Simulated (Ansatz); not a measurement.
**Hydrogen-ended wire of Ge, Ge17SnH24, with Sn started on a Ge site**

What do confinement and hydrogen ends do to bonds and gap? Levels: PBEsol and HSE06.

Program: Ansatz 0.2.0, PAW, plane waves. These are calculated values, not measurements.

**1. Starting point**

42 atoms (17 Ge, 1 Sn, 24 H); a = 18.400 Å, b = 18.400 Å, c = 12.040 Å, α = 90.00°, β = 90.00°, γ = 90.00°. All atoms were shaken off their sites by about 0.02 Å along each axis. Defect site 1: (0.500, 0.577, 0.500).

The runs, in order: (2) PBEsol relaxation at a 1×1×2 mesh, on 1 × NVIDIA H100 80GB HBM3 with 2 threads of AMD EPYC 7R13; (3) HSE06 single point at the Γ point alone, on 1 × NVIDIA H100 80GB HBM3 with 2 threads of AMD EPYC 7R13.

**2. Relaxing the atoms with PBEsol**

File in.yaml:

```yaml
crystal:
  lattice:
    - [13.010765, -13.010765, 0.000000]
    - [0.000000, 0.000000, 18.400000]
    - [-8.513388, -8.513388, 0.000000]
  atoms:
    - { symbol: Ge, position: [0.500708, 0.500410, 0.332978] }
    - { symbol: Ge, position: [0.501040, 0.578206, 0.831851] }
    - { symbol: Ge, position: [0.499323, 0.577744, 0.166445] }
    - { symbol: Ge, position: [0.498906, 0.500108, 0.668628] }
    - { symbol: Ge, position: [0.499843, 0.499312, 0.000365] }
    - { symbol: Ge, position: [0.608808, 0.345346, 0.829406] }
    - { symbol: Ge, position: [0.389833, 0.345265, 0.501605] }
    - { symbol: Ge, position: [0.608809, 0.347069, 0.167929] }
    - { symbol: Ge, position: [0.608533, 0.423191, 0.664012] }
    - { symbol: Ge, position: [0.390065, 0.422288, 0.334168] }
    - { symbol: Ge, position: [0.610591, 0.420350, 0.000066] }
    - { symbol: Ge, position: [0.390449, 0.345255, 0.834528] }
    - { symbol: Ge, position: [0.608271, 0.344496, 0.501901] }
    - { symbol: Ge, position: [0.389557, 0.347000, 0.168097] }
    - { symbol: Ge, position: [0.390161, 0.422636, 0.664684] }
    - { symbol: Ge, position: [0.607505, 0.421972, 0.330449] }
    - { symbol: Ge, position: [0.392807, 0.424022, 0.002603] }
    - { symbol: Sn, position: [0.497903, 0.577538, 0.499113] }
    - { symbol: H, position: [0.428858, 0.625481, 0.835942] }
    - { symbol: H, position: [0.571580, 0.628120, 0.834136] }
    - { symbol: H, position: [0.430037, 0.628813, 0.165243] }
    - { symbol: H, position: [0.569596, 0.626266, 0.166835] }
    - { symbol: H, position: [0.432405, 0.625837, 0.499674] }
    - { symbol: H, position: [0.571060, 0.625217, 0.501036] }
    - { symbol: H, position: [0.538935, 0.295759, 0.832921] }
    - { symbol: H, position: [0.678094, 0.296687, 0.833934] }
    - { symbol: H, position: [0.318888, 0.296794, 0.499116] }
    - { symbol: H, position: [0.460545, 0.295678, 0.500535] }
    - { symbol: H, position: [0.540805, 0.299398, 0.164902] }
    - { symbol: H, position: [0.677755, 0.296430, 0.163534] }
    - { symbol: H, position: [0.680679, 0.472299, 0.663870] }
    - { symbol: H, position: [0.319756, 0.470862, 0.333401] }
    - { symbol: H, position: [0.678090, 0.472709, 0.998365] }
    - { symbol: H, position: [0.319671, 0.296995, 0.832239] }
    - { symbol: H, position: [0.459508, 0.297239, 0.829061] }
    - { symbol: H, position: [0.539312, 0.295395, 0.501241] }
    - { symbol: H, position: [0.678182, 0.295381, 0.501740] }
    - { symbol: H, position: [0.322344, 0.293936, 0.163330] }
    - { symbol: H, position: [0.463289, 0.297006, 0.166433] }
    - { symbol: H, position: [0.321607, 0.473537, 0.665650] }
    - { symbol: H, position: [0.677491, 0.470897, 0.329605] }
    - { symbol: H, position: [0.321943, 0.472172, 0.001745] }
kpoints:
  mp_grid: { grid: [1, 1, 2] }
hamiltonian:
  xc: pbesol
scf:
  occupations: { method: fermi_dirac, width: 0.01 }
relax:
  f_tol: 0.03
  max_steps: 80
  escape_saddle: false
  adjacent_minimum: "off"
output:
  forces: true
  eigenvalues: true
  populations: true
```

The run is started by

```bash
$ ansatz run in.yaml --threads 2 --pin off --max-ram 30400MiB --runs-dir r --events-out ev --progress --plain --backend cuda --devices 0, --max-vram 18GiB
```

The log of the run:

```text
Pseudopotentials: kind: paw
Functional definition: PBEsol
  exchange = pbesol_x
  correlation = pbesol_c
Crystal: 42 atoms, lattice volume = 4076.177 Å³
Basis set: ecut = 420 eV, 79661 PW (Γ), exchange–correlation on 250×250×162 points (8 copies of the dense FFT grid, shifted against one another)
Bands: 180, of which v1, the nominal top of the filled ones, is band 138 counted from 1 (137 counted from 0)
Symmetry: 1 space group operations
Space group: P1 (ITA 1), of the structure as read, at distance tolerance 1.6e-4 Å
k-points: 2
Non-local potential: Ge, projectors of the file, l = 0: 2, l = 1: 2, l = 2: 3, l = 3: 1
Non-local potential: Sn, projectors of the file, l = 0: 2, l = 1: 2, l = 2: 2, l = 3: 2
Non-local potential: H, projectors of the file, l = 0: 2, l = 1: 1
PAW form: soft (Blöchl's): semilocal exchange-correlation on the pseudo side does not see the compensation charge
PAW frozen core: Ge, regenerated for the run's functional, and the local potential with it (the file was generated under x = pbe(κ = 0.804, μ = 0.2195149727645171), c = pbe(β = 0.06672455060314922))
PAW frozen core: Sn, regenerated for the run's functional, and the local potential with it (the file was generated under x = pbe(κ = 0.804, μ = 0.2195149727645171), c = pbe(β = 0.06672455060314922))
PAW one-centre angular grid: Ge, 590 points (default); XC on 64 Gauss nodes
PAW one-centre angular grid: Sn, 590 points (default); XC on 64 Gauss nodes
PAW one-centre angular grid: H, 110 points (default); XC on 64 Gauss nodes
Initial density: superposition of atomic densities (neutral atoms: chi_scale 0, normalization atom), corrected by the library's trained network
Initial wavefunctions: pseudopotential atomic-orbital guess
Functional: x = pbesol(κ = 0.804, μ = 0.12345679012345678), c = pbesol(β = 0.046)
SCF iter   1: F=—  HF=-78626.752587 eV  |F-HF|=—  |Δ(HF+E_count)|=         —  Δρ=2.03e-3  dr2=2.61e-1  ethr=1.77e-3  ⟨swp⟩=7.5  Hψ=1590  notcnv=0  defer=28
preconditioner: auto → Resta (q_TF=auto, 1.742 Å⁻¹)  ε∞=1.4  [insulator: Δε(μ)=2.080 eV  Ē_g=9.127 eV  σ=0.010 eV  W_gap=1.00  n_scr=350 (ndim 8)  ℏωp=5.7 eV  f_vac=0.805  D(μ)=0.00/eV (n_scr^D=0)  ε∞_Penn≈1.4  vacuum switching on, ρ_ref=6.0e-3 e/Å³]
SCF iter   2: F=—  HF=-78626.698676 eV  |F-HF|=—  |Δ(HF+E_count)|=   5.39e-2  Δρ=6.58e-4  dr2=3.13e-2  ethr=9.44e-5  ⟨swp⟩=3.5  Hψ=510  notcnv=0  defer=74
SCF iter   3: F=—  HF=-78626.703488 eV  |F-HF|=—  |Δ(HF+E_count)|=   4.81e-3  Δρ=2.93e-4  dr2=6.59e-3  ethr=1.14e-5  ⟨swp⟩=4.5  Hψ=585  notcnv=0  defer=74
SCF iter   4: F=—  HF=-78626.706087 eV  |F-HF|=—  |Δ(HF+E_count)|=   2.60e-3  Δρ=9.94e-5  dr2=6.04e-4  ethr=2.39e-6  ⟨swp⟩=3.0  Hψ=439  notcnv=0  defer=74
SCF iter   5: F=—  HF=-78626.707065 eV  |F-HF|=—  |Δ(HF+E_count)|=   9.78e-4  Δρ=3.79e-5  dr2=1.25e-4  ethr=2.19e-7  ⟨swp⟩=2.0  Hψ=546  notcnv=0  defer=74
SCF iter   6: F=-78626.707108 eV  HF=-78626.707099 eV  |F-HF|=9.00e-6  |Δ(HF+E_count)|=   3.37e-5  Δρ=1.16e-5  dr2=8.51e-6  ethr=8.15e-9  ⟨swp⟩=19.5  Hψ=2785  notcnv=0
SCF 1 converged in 6 iterations: F = -78626.707108 eV  dr2 = 8.51e-6
relax step   1: F+E_penalty+E_count = -78626.70710791 eV  Δ(F+E_penalty+E_count) = +0.000e0 eV  max|allowed force component| = 2.706e0 eV/Å  Δτ_max = 0.0000 Å  (6 SCF iters, dr2 threshold 2.25e-5 eV, accepted)
Initial density: handed on by an earlier stage of this run
Initial wavefunctions: those handed on with the density
iter 1 solved again at ethr=2.25e-4 eV; its pass at ethr=3.10e-3 eV (dr2=6.20e-1 eV) is discarded
SCF iter   1: F=—  HF=-78628.272237 eV  |F-HF|=—  |Δ(HF+E_count)|=         —  Δρ=4.93e-3  dr2=6.35e-1  ethr=2.25e-4  ⟨swp⟩=2.0  Hψ=1210  notcnv=0  defer=75
preconditioner: auto → Resta (q_TF=auto, 1.742 Å⁻¹)  ε∞=1.4  [insulator: Δε(μ)=2.101 eV  Ē_g=9.209 eV  σ=0.010 eV  W_gap=1.00  n_scr=350 (ndim 8)  ℏωp=5.7 eV  f_vac=0.804  D(μ)=0.00/eV (n_scr^D=0)  ε∞_Penn≈1.4  vacuum switching on, ρ_ref=6.2e-3 e/Å³]
SCF iter   2: F=—  HF=-78628.141691 eV  |F-HF|=—  |Δ(HF+E_count)|=   1.31e-1  Δρ=2.22e-3  dr2=1.16e-1  ethr=2.25e-4  ⟨swp⟩=3.5  Hψ=382  notcnv=0  defer=75
SCF iter   3: F=—  HF=-78628.135863 eV  |F-HF|=—  |Δ(HF+E_count)|=   5.83e-3  Δρ=7.21e-4  dr2=5.46e-2  ethr=4.21e-5  ⟨swp⟩=4.0  Hψ=414  notcnv=0  defer=75
SCF iter   4: F=—  HF=-78628.123512 eV  |F-HF|=—  |Δ(HF+E_count)|=   1.24e-2  Δρ=1.65e-4  dr2=1.25e-3  ethr=1.98e-5  ⟨swp⟩=3.0  Hψ=484  notcnv=0  defer=75
SCF iter   5: F=—  HF=-78628.123542 eV  |F-HF|=—  |Δ(HF+E_count)|=   2.96e-5  Δρ=5.39e-5  dr2=1.64e-4  ethr=4.54e-7  ⟨swp⟩=2.0  Hψ=562  notcnv=0  defer=75
SCF iter   6: F=-78628.123587 eV  HF=-78628.123582 eV  |F-HF|=4.72e-6  |Δ(HF+E_count)|=   4.06e-5  Δρ=1.69e-5  dr2=2.07e-5  ethr=3.62e-8  ⟨swp⟩=14.5  Hψ=2234  notcnv=0
SCF 2 converged in 6 iterations: F = -78628.123587 eV  dr2 = 2.07e-5
relax step   2: F+E_penalty+E_count = -78628.12358694 eV  Δ(F+E_penalty+E_count) = -1.416e0 eV  max|allowed force component| = 4.584e-1 eV/Å  Δτ_max = 0.1908 Å  (6 SCF iters, dr2 threshold 1.00e-4 eV, accepted)
SCF iter   1: F=—  HF=-78628.469621 eV  |F-HF|=—  |Δ(HF+E_count)|=         —  Δρ=4.50e-3  dr2=5.62e-1  ethr=2.32e-3  ⟨swp⟩=3.0  Hψ=675  notcnv=0  defer=73
preconditioner: auto → Resta (q_TF=auto, 1.742 Å⁻¹)  ε∞=1.4  [insulator: Δε(μ)=2.179 eV  Ē_g=9.234 eV  σ=0.010 eV  W_gap=1.00  n_scr=350 (ndim 8)  ℏωp=5.7 eV  f_vac=0.805  D(μ)=0.00/eV (n_scr^D=0)  ε∞_Penn≈1.4  vacuum switching on, ρ_ref=6.2e-3 e/Å³]
SCF iter   2: F=—  HF=-78628.346550 eV  |F-HF|=—  |Δ(HF+E_count)|=   1.23e-1  Δρ=2.04e-3  dr2=1.05e-1  ethr=2.04e-4  ⟨swp⟩=3.0  Hψ=497  notcnv=0  defer=72
SCF iter   3: F=—  HF=-78628.341768 eV  |F-HF|=—  |Δ(HF+E_count)|=   4.78e-3  Δρ=6.37e-4  dr2=5.24e-2  ethr=3.79e-5  ⟨swp⟩=4.5  Hψ=413  notcnv=0  defer=72
[... from here the SCF cycle lines were not kept, up to the last twenty ...]
relax step   3: F+E_penalty+E_count = -78628.32992874 eV  Δ(F+E_penalty+E_count) = -2.063e-1 eV  max|allowed force component| = 7.871e-2 eV/Å  Δτ_max = 0.2000 Å  (6 SCF iters, dr2 threshold 1.31e-5 eV, accepted)
preconditioner: auto → Resta (q_TF=auto, 1.742 Å⁻¹)  ε∞=1.4  [insulator: Δε(μ)=2.138 eV  Ē_g=9.225 eV  σ=0.010 eV  W_gap=1.00  n_scr=350 (ndim 8)  ℏωp=5.7 eV  f_vac=0.803  D(μ)=0.00/eV (n_scr^D=0)  ε∞_Penn≈1.4  vacuum switching on, ρ_ref=6.2e-3 e/Å³]
relax step   4: F+E_penalty+E_count = -78628.37165689 eV  Δ(F+E_penalty+E_count) = -4.173e-2 eV  max|allowed force component| = 3.976e-2 eV/Å  Δτ_max = 0.0759 Å  (8 SCF iters, accepted)
preconditioner: auto → Resta (q_TF=auto, 1.742 Å⁻¹)  ε∞=1.4  [insulator: Δε(μ)=2.159 eV  Ē_g=9.213 eV  σ=0.010 eV  W_gap=1.00  n_scr=350 (ndim 8)  ℏωp=5.7 eV  f_vac=0.802  D(μ)=0.00/eV (n_scr^D=0)  ε∞_Penn≈1.4  vacuum switching on, ρ_ref=6.2e-3 e/Å³]
relax step   5: F+E_penalty+E_count = -78628.40345623 eV  Δ(F+E_penalty+E_count) = -3.180e-2 eV  max|allowed force component| = 5.006e-2 eV/Å  Δτ_max = 0.1362 Å  (8 SCF iters, accepted)
SCF iter   1: F=—  HF=-78628.414456 eV  |F-HF|=—  |Δ(HF+E_count)|=         —  Δρ=1.18e-3  dr2=3.53e-2  ethr=1.37e-4  ⟨swp⟩=3.5  Hψ=559  notcnv=0  defer=68
preconditioner: auto → Resta (q_TF=auto, 1.742 Å⁻¹)  ε∞=1.4  [insulator: Δε(μ)=2.170 eV  Ē_g=9.229 eV  σ=0.010 eV  W_gap=1.00  n_scr=350 (ndim 8)  ℏωp=5.7 eV  f_vac=0.802  D(μ)=0.00/eV (n_scr^D=0)  ε∞_Penn≈1.4  vacuum switching on, ρ_ref=6.2e-3 e/Å³]
SCF iter   2: F=—  HF=-78628.407351 eV  |F-HF|=—  |Δ(HF+E_count)|=   7.11e-3  Δρ=5.44e-4  dr2=7.00e-3  ethr=1.28e-5  ⟨swp⟩=3.0  Hψ=501  notcnv=0  defer=68
SCF iter   3: F=—  HF=-78628.407334 eV  |F-HF|=—  |Δ(HF+E_count)|=   1.65e-5  Δρ=1.39e-4  dr2=2.73e-3  ethr=2.54e-6  ⟨swp⟩=3.5  Hψ=409  notcnv=0  defer=68
SCF iter   4: F=—  HF=-78628.407141 eV  |F-HF|=—  |Δ(HF+E_count)|=   1.93e-4  Δρ=2.61e-5  dr2=3.99e-5  ethr=9.90e-7  ⟨swp⟩=3.5  Hψ=386  notcnv=0  defer=68
SCF iter   5: F=—  HF=-78628.406630 eV  |F-HF|=—  |Δ(HF+E_count)|=   5.11e-4  Δρ=1.02e-5  dr2=5.25e-6  ethr=1.45e-8  ⟨swp⟩=2.0  Hψ=565  notcnv=0  defer=68
SCF iter   6: F=—  HF=-78628.406632 eV  |F-HF|=—  |Δ(HF+E_count)|=   2.46e-6  Δρ=3.07e-6  dr2=7.60e-7  ethr=1.90e-9  ⟨swp⟩=2.0  Hψ=490  notcnv=0  defer=68
SCF iter   7: F=—  HF=-78628.406633 eV  |F-HF|=—  |Δ(HF+E_count)|=   4.37e-7  Δρ=1.06e-6  dr2=1.42e-7  ethr=2.75e-10  ⟨swp⟩=2.0  Hψ=371  notcnv=0  defer=68
SCF iter   8: F=-78628.406633 eV  HF=-78628.406633 eV  |F-HF|=3.99e-8  |Δ(HF+E_count)|=   8.56e-8  Δρ=3.77e-7  dr2=5.83e-9  ethr=3.62e-11  ⟨swp⟩=15.5  Hψ=1684  notcnv=0
SCF 6 converged in 8 iterations: F = -78628.406633 eV  dr2 = 5.83e-9
relax step   6: F+E_penalty+E_count = -78628.40663303 eV  Δ(F+E_penalty+E_count) = -3.177e-3 eV  max|allowed force component| = 3.389e-2 eV/Å  Δτ_max = 0.0663 Å  (8 SCF iters, accepted)
SCF iter   1: F=—  HF=-78628.409386 eV  |F-HF|=—  |Δ(HF+E_count)|=         —  Δρ=4.09e-4  dr2=4.58e-3  ethr=1.53e-5  ⟨swp⟩=4.0  Hψ=570  notcnv=0  defer=68
preconditioner: auto → Resta (q_TF=auto, 1.742 Å⁻¹)  ε∞=1.4  [insulator: Δε(μ)=2.170 eV  Ē_g=9.223 eV  σ=0.010 eV  W_gap=1.00  n_scr=350 (ndim 8)  ℏωp=5.7 eV  f_vac=0.802  D(μ)=0.00/eV (n_scr^D=0)  ε∞_Penn≈1.4  vacuum switching on, ρ_ref=6.2e-3 e/Å³]
SCF iter   2: F=—  HF=-78628.408426 eV  |F-HF|=—  |Δ(HF+E_count)|=   9.60e-4  Δρ=1.83e-4  dr2=8.13e-4  ethr=1.66e-6  ⟨swp⟩=2.0  Hψ=487  notcnv=0  defer=68
SCF iter   3: F=—  HF=-78628.408955 eV  |F-HF|=—  |Δ(HF+E_count)|=   5.29e-4  Δρ=5.88e-5  dr2=3.28e-4  ethr=2.95e-7  ⟨swp⟩=2.0  Hψ=385  notcnv=0  defer=68
SCF iter   4: F=—  HF=-78628.408314 eV  |F-HF|=—  |Δ(HF+E_count)|=   6.41e-4  Δρ=1.32e-5  dr2=9.60e-6  ethr=1.19e-7  ⟨swp⟩=2.0  Hψ=364  notcnv=0  defer=68
SCF iter   5: F=—  HF=-78628.408842 eV  |F-HF|=—  |Δ(HF+E_count)|=   5.28e-4  Δρ=3.53e-6  dr2=8.76e-7  ethr=3.48e-9  ⟨swp⟩=2.0  Hψ=387  notcnv=0  defer=68
SCF iter   6: F=—  HF=-78628.408843 eV  |F-HF|=—  |Δ(HF+E_count)|=   3.67e-7  Δρ=1.24e-6  dr2=1.34e-7  ethr=3.17e-10  ⟨swp⟩=2.0  Hψ=501  notcnv=0  defer=68
SCF iter   7: F=-78628.408843 eV  HF=-78628.408843 eV  |F-HF|=5.91e-8  |Δ(HF+E_count)|=   1.70e-7  Δρ=4.61e-7  dr2=1.88e-8  ethr=3.62e-11  ⟨swp⟩=12.5  Hψ=1675  notcnv=0
SCF 7 converged in 7 iterations: F = -78628.408843 eV  dr2 = 1.88e-8
relax step   7: F+E_penalty+E_count = -78628.40884298 eV  Δ(F+E_penalty+E_count) = -2.210e-3 eV  max|allowed force component| = 3.569e-3 eV/Å  Δτ_max = 0.0242 Å  (7 SCF iters, accepted)
SCF converged after 7 iterations
Free energy (F): -78628.408843 eV
Harris-Foulkes:  -78628.408843 eV  (|F-HF|=5.91e-8)
Internal energy: -78628.408843 eV  (E = F + TS)
E sigma→0 (E₀):  -78628.408843 eV
Fermi energy:    -2.525367 eV
--- Per-component energies (eV) ---
  E_band       = -5688.895832
  E_kinetic    = 2392.305308
  E_local      = -169391.861573  (includes V_loc(G=0)·N_el)
  E_nonlocal   = 7169.418406
  E_hartree    = 80666.503207
  E_xc         = -1850.629940
  E_vxc        = -1453.380148  (∫ρ·V_xc dr)
  E_paw        = -37745.213485  (= ΣΔE_a)
  E_vpaw       = -5738.339097  (= ΣTr[D̂ρ^β])
  E_aug_tail   = -0.024253  (compensation charges beyond the density's cutoff)
  E_ewald      = 40115.203732
  E_core_change = 15.889756  (= ΣΔE_core)
  E_smearing   = -0.000000  (= −TS)
  E_closure    = -0.000000  (closes the sum)
  Σ components = -78628.408843   (vs F -78628.408843, Δ=0.00e0)
--- Forces (eV/Å), atoms counted from 1 ---
  atom   1  Ge     0.00042871     0.00030312     0.00003324
  atom   2  Ge     0.00236312     0.00128207    -0.00039303
  atom   3  Ge    -0.00267396    -0.00124402     0.00021712
  atom   4  Ge    -0.00046423     0.00038289     0.00105273
  atom   5  Ge    -0.00020105     0.00084530    -0.00142304
  atom   6  Ge     0.00098003     0.00013490    -0.00148765
  atom   7  Ge    -0.00057043    -0.00014131    -0.00107144
  atom   8  Ge    -0.00031237    -0.00002322    -0.00356796
  atom   9  Ge    -0.00143169     0.00064466    -0.00057165
  atom  10  Ge     0.00028164    -0.00022608    -0.00152393
  atom  11  Ge     0.00037968    -0.00091615    -0.00002801
  atom  12  Ge    -0.00044361    -0.00009893    -0.00215344
  atom  13  Ge    -0.00011996    -0.00106647    -0.00067778
  atom  14  Ge     0.00095279     0.00038281    -0.00184915
  atom  15  Ge    -0.00053892    -0.00045559    -0.00189667
  atom  16  Ge     0.00072283    -0.00095043    -0.00038828
  atom  17  Ge     0.00070738    -0.00060639    -0.00063953
  atom  18  Sn     0.00078045    -0.00008199    -0.00009987
  atom  19  H     -0.00038197    -0.00136528    -0.00008697
  atom  20  H     -0.00137926    -0.00071494     0.00041230
  atom  21  H      0.00176201     0.00012445     0.00008048
  atom  22  H      0.00076356     0.00214377     0.00025174
  atom  23  H     -0.00078165     0.00057631    -0.00128685
  atom  24  H     -0.00004853    -0.00064786    -0.00051539
  atom  25  H      0.00081272    -0.00127962     0.00017271
  atom  26  H      0.00184171    -0.00215638     0.00050296
  atom  27  H     -0.00018965     0.00138200     0.00216105
  atom  28  H     -0.00108887     0.00071526     0.00125898
  atom  29  H     -0.00019360    -0.00087255     0.00104537
  atom  30  H      0.00145717    -0.00026866     0.00130186
  atom  31  H      0.00081775    -0.00051030     0.00084742
  atom  32  H     -0.00118535    -0.00011894     0.00186096
  atom  33  H     -0.00050526     0.00069429     0.00035589
  atom  34  H     -0.00154938     0.00064646     0.00080098
  atom  35  H     -0.00019349     0.00109704     0.00055408
  atom  36  H      0.00132988    -0.00029194     0.00130247
  atom  37  H      0.00138977    -0.00071982     0.00192658
  atom  38  H     -0.00268757     0.00153572     0.00143466
  atom  39  H     -0.00101279     0.00145642    -0.00066918
  atom  40  H      0.00025421     0.00006772     0.00116516
  atom  41  H     -0.00031415     0.00009255     0.00065161
  atom  42  H      0.00023846     0.00025206     0.00097085
  max |Σ_I F_I| component: 3.14e-5 eV/Å
--- Band table (eV) ---
  k-point 0: bands = [... 126 lower levels ..., "-5.8174", "-5.8012", "-5.6920", "-5.2934", "-5.2809", "-5.2192", "-5.1684", "-5.0323", "-4.8269", "-4.8072", "-4.2816", "-3.6087", "-1.4420", "-1.3791", "-1.1824", "-0.6178", "-0.4882", "-0.4020", "-0.3612", "-0.2757", "-0.2041", "-0.0518", "0.4784", "0.5219", ... 30 higher levels ...]
  k-point 1: bands = [... 126 lower levels ..., "-5.8662", "-5.8562", "-5.5386", "-5.4354", "-5.4236", "-5.4228", "-5.0891", "-5.0833", "-4.9180", "-4.8607", "-4.7639", "-4.6690", "-0.7080", "-0.4192", "-0.2020", "-0.1415", "-0.1231", "-0.1141", "-0.1035", "-0.0382", "-0.0006", "0.0217", "0.1011", "0.1299", ... 30 higher levels ...]
--- Relaxed structure (7 steps of the walk, 7 accepted, 0 SCFs on fresh bases) ---
  F+E_penalty+E_count = -78628.40884298 eV   max|allowed force component| = 3.569e-3 eV/Å
  atoms:
    - { symbol: Ge, position: [0.4998059923558559, 0.4938366438196507, 0.32784208882987353] }
    - { symbol: Ge, position: [0.4999780053356046, 0.5671729100022808, 0.8375191021675884] }
    - { symbol: Ge, position: [0.5000640845103365, 0.5671391907837587, 0.16175608051568396] }
    - { symbol: Ge, position: [0.4998531225675745, 0.493893619106564, 0.6714007953742454] }
[... 4 atoms left out ...]
    - { symbol: Ge, position: [0.6099247646296586, 0.4214669487762715, 0.6675231773070601] }
[... 5 atoms left out ...]
    - { symbol: Ge, position: [0.3892526721968092, 0.42229107744404626, 0.6674441850247903] }
[... 2 atoms left out ...]
    - { symbol: Sn, position: [0.5001338228138604, 0.5790305701878473, 0.4995915747714288] }
[... 4 atoms left out ...]
    - { symbol: H, position: [0.4245976235941976, 0.6343559559635974, 0.49960141728717533] }
    - { symbol: H, position: [0.57623000475881, 0.6335868757163211, 0.49940412721821725] }
[... 18 atoms left out; the next input holds them all, rounded ...]
--- Löwdin populations: 42 sites ---
  site symbol       q [e]
     0     Ge     14.0763
     1     Ge     13.8579
     2     Ge     13.8579
     3     Ge     14.0763
     4     Ge     14.0002
     5     Ge     13.8588
     6     Ge     13.8608
     7     Ge     13.8588
     8     Ge     13.9364
     9     Ge     13.9363
    10     Ge     13.9393
    11     Ge     13.8588
    12     Ge     13.8608
    13     Ge     13.8587
    14     Ge     13.9365
    15     Ge     13.9367
    16     Ge     13.9393
    17     Sn     13.5833
    18      H      1.0161
    19      H      1.0161
    20      H      1.0161
    21      H      1.0161
    22      H      1.0811
    23      H      1.0811
    24      H      1.0265
    25      H      1.0128
    26      H      1.0126
    27      H      1.0267
    28      H      1.0263
    29      H      1.0128
    30      H      1.0139
    31      H      1.0139
    32      H      1.0141
    33      H      1.0128
    34      H      1.0264
    35      H      1.0267
    36      H      1.0127
    37      H      1.0128
    38      H      1.0267
    39      H      1.0139
    40      H      1.0139
    41      H      1.0141
  spilling = 0.004424 (of n_electrons = 276.000000)
```

Run time: 37 s. Hardware: 1 × NVIDIA H100 80GB HBM3 with 2 threads of AMD EPYC 7R13, shared host; peak host memory 2 GiB.

The walk:

| accepted step | energy change (eV) | largest force component (eV/Å) | SCF cycles |
| --- | --- | --- | --- |
| 1 | 0.000 | 2.706 | 6 |
| 2 | -1.416 | 0.458 | 6 |
| 3 | -1.623 | 0.079 | 6 |
| 4 | -1.665 | 0.040 | 8 |
| 5 | -1.696 | 0.050 | 8 |
| 6 | -1.700 | 0.034 | 8 |
| 7 | -1.702 | 0.004 | 7 |

Largest shifts, less the median shift:

| atom | shift (Å) | dx | dy | dz |
| --- | --- | --- | --- | --- |
| H39 | 0.496 | -0.355 | 0.311 | -0.152 |
| H29 | 0.491 | 0.275 | -0.344 | -0.217 |
| H35 | 0.485 | -0.343 | 0.299 | -0.168 |
| H28 | 0.459 | -0.322 | 0.315 | -0.087 |
| H30 | 0.455 | 0.218 | -0.312 | 0.249 |
| H25 | 0.443 | 0.303 | -0.293 | -0.137 |
| H37 | 0.434 | 0.235 | -0.215 | 0.296 |
| H38 | 0.431 | -0.291 | 0.196 | 0.250 |

Distances from the placed atom Sn18:

| atom | before (Å) | after (Å) | own shift (Å) |
| --- | --- | --- | --- |
| H23 | 1.497 | 1.723 | 0.213 |
| H24 | 1.607 | 1.723 | 0.182 |
| Ge4 | 2.489 | 2.595 | 0.120 |
| Ge1 | 2.453 | 2.595 | 0.137 |

Bond lengths by pair after relaxation (within a distance cut, which drops stretched bonds):

| pair | count | mean (Å) | spread (Å) | least | most |
| --- | --- | --- | --- | --- | --- |
| Ge–Ge | 22 | 2.420 | 0.004 | 2.411 | 2.425 |
| Ge–H | 22 | 1.544 | 0.003 | 1.541 | 1.548 |
| Ge–Sn | 2 | 2.595 | 0.000 | 2.595 | 2.595 |
| H–Sn | 2 | 1.723 | 0.000 | 1.723 | 1.723 |

Top filled level -3.609 eV, lowest empty level -1.442 eV: 2.17 eV apart at a 1×1×2 mesh.

[end of part 1 of 2]
